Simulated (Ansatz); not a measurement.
## YTl, space group Pm-3m: cell relaxations under several functionals, step by step

Program: Ansatz's Python interface.

Notebook, run cell by cell (the value of a cell's last expression is shown):

**Cell 1**
```python
import warnings

import ansatz as az
from ase import Atoms
import numpy as np

def edges_and_angles(cell):
    cell = np.asarray(cell)
    a, b, c = np.linalg.norm(cell, axis=1)
    cosines = cell[1] @ cell[2] / (b * c), cell[0] @ cell[2] / (a * c), cell[0] @ cell[1] / (a * b)
    return (a, b, c, *np.degrees(np.arccos(cosines)))
```

**Cell 2**
```python
warnings.simplefilter("ignore", az.DeckWarning)
```

**Cell 3**
```python
atoms = Atoms(
    ["Y", "Tl"],
    scaled_positions=[
        (0.5, 0.5, 0.5),
        (0.0, 0.0, 0.0),
    ],
    cell=[
        (3.751, 0.0, 0.0),
        (0.0, 3.751, 0.0),
        (0.0, 0.0, 3.751),
    ],
    pbc=True,
)
crystal = az.Crystal.from_ase(atoms)
```

**Cell 4**
```python
len(crystal.resolved().sites)
```
Output:
```text
2
```

**Cell 5**
```python
model = (
    crystal.calculation()
    .occupations(az.OccupationsMethod.COLD, width=0.15)  # the run then minimises F = E - TS
    .basis(450)  # a bare number is in eV
    .kpoints(7)  # the mesh must be finer for metals
    .relax(cell=True, force_tolerance=0.005)
)
```

**Cell 6**
```python
levels = [("lda", "none"), ("blyp", "d3bj"), ("pbesol", "d3bj")]
print("level            a       b       c    alpha   beta  gamma  V/atom  steps")
for name, dispersion in levels:
    seen = []
    run = model.functional(name, dispersion=dispersion).session().plan()
    res = run.execute(on_event=lambda e: seen.append(e) if e["event"] == "relax_step" else None)
    cell = res.lattice.cell_ang
    label = name if dispersion == "none" else f"{name}+{dispersion}"
    print("{:13s} {:7.4f} {:7.4f} {:7.4f} {:6.2f} {:6.2f} {:6.2f}".format(label, *edges_and_angles(cell)), f"{abs(np.linalg.det(cell)) / len(res.lattice.sites):7.3f} {len(seen):5d}")
```
Output:
```text
level            a       b       c    alpha   beta  gamma  V/atom  steps
lda            3.6907  3.6907  3.6907  90.00  90.00  90.00  25.137     5
blyp+d3bj      3.7375  3.7375  3.7375  90.00  90.00  90.00  26.104     4
pbesol+d3bj    3.6791  3.6791  3.6791  90.00  90.00  90.00  24.899     5
```

From smallest to largest: PBEsol+D3BJ (24.90 Å³ an atom, -5.6 % against the start), LDA (25.14 Å³ an atom, -4.7 % against the start) and BLYP+D3BJ (26.10 Å³ an atom, -1.1 % against the start). The spread is 4.8 % in volume.

Notes:
- Forces vanish by symmetry, so the ions can't move, and the end may be a saddle.
- BLYP and dispersion corrections can be off by several per cent in the lattices of metals, and by several GPa in the pressure at a fixed cell.
- The mesh is modest for a metal, so energies can be off by several to tens of meV an atom and pressures by half a GPa or more; differences at equal mesh fare better.
- Spin-orbit coupling, which matters for elements this heavy, is left out.
- The structure is a deposited one; some such entries were measured under pressure or heat, so a shift against it needn't be the functional's error alone.
- Timing: 17 s on 1 thread of Arm Neoverse V1, with other jobs on the host, peak memory 0.42 GiB.
